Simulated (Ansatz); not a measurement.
I need a single point from an input written key by key of C₂H₈BClS, SMILES C[S+](C)[BH2-]Cl. Use the Ansatz DFT code, driven from Python. Settings: MP2, def2-SVP basis, multiplicity 1.

```
atom    x (Å)    y (Å)    z (Å)
   C   1.0096  -1.3448   0.4326
   S  -0.2382  -0.0835   0.5528
   C   0.5235   1.5223   0.4829
   B  -1.4567  -0.2691  -0.8357
  Cl  -2.9740   0.7267  -0.4642
   H   0.5332  -2.3449   0.4930
   H   1.5450  -1.2480  -0.5345
   H   1.7318  -1.2309   1.2669
   H  -0.2556   2.3070   0.5718
   H   1.0579   1.6395  -0.4824
   H   1.2455   1.6254   1.3188
   H  -0.9662   0.1166  -1.8503
   H  -1.7557  -1.4162  -0.9518
```

`deck_c2h8bcls.py`
```python
"""C2H8BClS through the session interface."""

import ansatz as az

deck = {
    "crystal": {
        "periodic": [False, False, False],
        "atoms": [
            {"symbol": "C", "position_ang": [1.0096, -1.3448, 0.4326]},
            {"symbol": "S", "position_ang": [-0.2382, -0.0835, 0.5528]},
            {"symbol": "C", "position_ang": [0.5235, 1.5223, 0.4829]},
            {"symbol": "B", "position_ang": [-1.4567, -0.2691, -0.8357]},
            {"symbol": "Cl", "position_ang": [-2.974, 0.7267, -0.4642]},
            {"symbol": "H", "position_ang": [0.5332, -2.3449, 0.493]},
            {"symbol": "H", "position_ang": [1.545, -1.248, -0.5345]},
            {"symbol": "H", "position_ang": [1.7318, -1.2309, 1.2669]},
            {"symbol": "H", "position_ang": [-0.2556, 2.307, 0.5718]},
            {"symbol": "H", "position_ang": [1.0579, 1.6395, -0.4824]},
            {"symbol": "H", "position_ang": [1.2455, 1.6254, 1.3188]},
            {"symbol": "H", "position_ang": [-0.9662, 0.1166, -1.8503]},
            {"symbol": "H", "position_ang": [-1.7557, -1.4162, -0.9518]},
        ],
    },
    "basis": {"gaussian": {"orbitals": "def2-SVP"}},
    "correlation": {"method": "mp2"},
}
session = az.Session.from_dict(deck)
r = session.plan(threads=1).execute().report

for key in ("converged", "free_energy_ev", "reference_energy_ev", "n_frozen", "n_occupied", "n_virtual"):
    print(f"{key:22s} {r[key]}")
symbols = ["C", "S", "C", "B", "Cl", "H", "H", "H", "H", "H", "H", "H", "H"]
parts = r["correlation"]
for name in ("random_phase", "coupled_cluster", "perturbative"):
    if name in parts:
        print(f"{name:16s} {parts[name]['energy']['hartree']:12.7f} Ha")
if "second_order" in parts:
    pair = parts["second_order"]
    print(f"MP2 same spin {pair['same_spin']['hartree']:.7f} Ha, opposite spin {pair['opposite_spin']['hartree']:.7f} Ha")
state = r["mean_field"]["state"]
print(f"mean field: {state['energy']['hartree']:.7f} Ha, <S^2> = {abs(state['spin_squared']):.4f}, stability: {state.get('stability', {}).get('kind')}")
```

`python deck_c2h8bcls.py` gives:
```text
converged              True
free_energy_ev         -26189.19534877387
reference_energy_ev    -26171.039637102152
n_frozen               13
n_occupied             [16, 16]
n_virtual              [89, 89]
MP2 same spin -0.1543403 Ha, opposite spin -0.5128698 Ha
mean field: -961.7679673 Ha, <S^2> = 0.0000, stability: minimum
```

Notes:
- Total energies depend on the basis set; only differences at equal settings carry meaning.
- The geometry is a force-field or estimated start, not a minimum of this method, and the basis set is short of its limit.
- Run time: 2.3 s on 1 thread of Arm Neoverse V2, on a shared host, peak memory 0.27 GiB.
